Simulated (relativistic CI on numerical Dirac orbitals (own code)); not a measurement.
# Re⁶⁺: 4d photoemission multiplets

Wanted: the shape of the 4d photoemission spectrum of Re⁶⁺ in 4 surroundings, from the same atomic integrals.

Program: relativistic CI on numerical Dirac orbitals (own code) version 1. Level of theory: Dirac-Coulomb-Breit CI, KLI orbitals optimised for each configuration, model QED (radiative potential, 1s self-energy scaled to tabulated hydrogen-like ionisation energies), valence Slater integrals scaled by 0.9, multiplet model of photoemission in the sudden approximation. These are calculated values, not measurements, unless marked.

## (1) The atom as given

| Item | Value |
| --- | --- |
| ion | Re⁶⁺ (Re VII) |
| nuclear charge | 75 |
| electrons | 69 |
| configurations | [Xe] 4f14 5d → [Kr] 4d9 4f14 5s2 5p6 5d |
| temperature | 300 K |
| widths | Lorentz 2.45 eV, Gauss 0.6 eV |
| surrounding 1 | free ion |
| surrounding 2 | D4h, 10Dq = 39350, Ds = -220, Dt = 130 cm⁻¹ |
| surrounding 3 | D4h, 10Dq = 27000, Ds = -1260, Dt = 80 cm⁻¹ |
| surrounding 4 | Td, 10Dq = -10500 cm⁻¹ |

## (2) Surrounding 1: free ion

The run's settings:

```ini
atom Re  Z=75  charge=6  electrons=69
nucleus A=187  rms_radius_fm=5.3698
hamiltonian dirac-coulomb  breit=on  qed=on  c_scale=1
orbitals kli  potential=per-configuration
slater_scale 0.9
correlation none
mixing on
configurations
  [Xe] 4f14 5d
  [Kr] 4d9 4f14 5s2 5p6 5d
end
photoemission 4d T=300 lorentz=2.45 gauss=0.6
crystal_field free
```

## (3) Surrounding 2: D4h, 10Dq = 39350, Ds = -220, Dt = 130

Changes to the settings of step 2:

```diff
@@ -12,2 +12,2 @@
 photoemission 4d T=300 lorentz=2.45 gauss=0.6
-crystal_field free
+crystal_field D4h 10Dq=39350 Ds=-220 Dt=130
```

## (4) Surrounding 3: D4h, 10Dq = 27000, Ds = -1260, Dt = 80

Changes to the settings of step 3:

```diff
@@ -12,2 +12,2 @@
 photoemission 4d T=300 lorentz=2.45 gauss=0.6
-crystal_field D4h 10Dq=39350 Ds=-220 Dt=130
+crystal_field D4h 10Dq=27000 Ds=-1260 Dt=80
```

## (5) Surrounding 4: Td, 10Dq = -10500

Changes to the settings of step 4:

```diff
@@ -12,2 +12,2 @@
 photoemission 4d T=300 lorentz=2.45 gauss=0.6
-crystal_field D4h 10Dq=27000 Ds=-1260 Dt=80
+crystal_field Td 10Dq=-10500
```

(Steps that only read results are left out.)

Before running it: what results should come out? Wanted: highest peak, first run; ground spin.

As calculated:

| surrounding | ground S | centroid (eV) | spread (eV) | up to four highest peaks (% of the highest), eV |
| --- | --- | --- | --- | --- |
| 1: free | 0.50 | 360.66 | 6.83 | 355.2 (100), 368.6 (63) |
| 2: D4h | 0.50 | 360.74 | 6.77 | 355.2 (100), 368.8 (64) |
| 3: D4h | 0.50 | 360.73 | 6.77 | 355.2 (100), 368.8 (64) |
| 4: Td | 0.50 | 360.71 | 6.79 | 355.2 (100), 368.6 (64) |

```
                           quantity     value
            highest peak, first run  355.2 eV
ground spin (effective S from ⟨S²⟩)      0.50
```

The highest peak stays in place, within the step of the energy grid, in all surroundings. Energies are those of the free ion without screening by ligands; binding energies in solids differ by tens of eV.
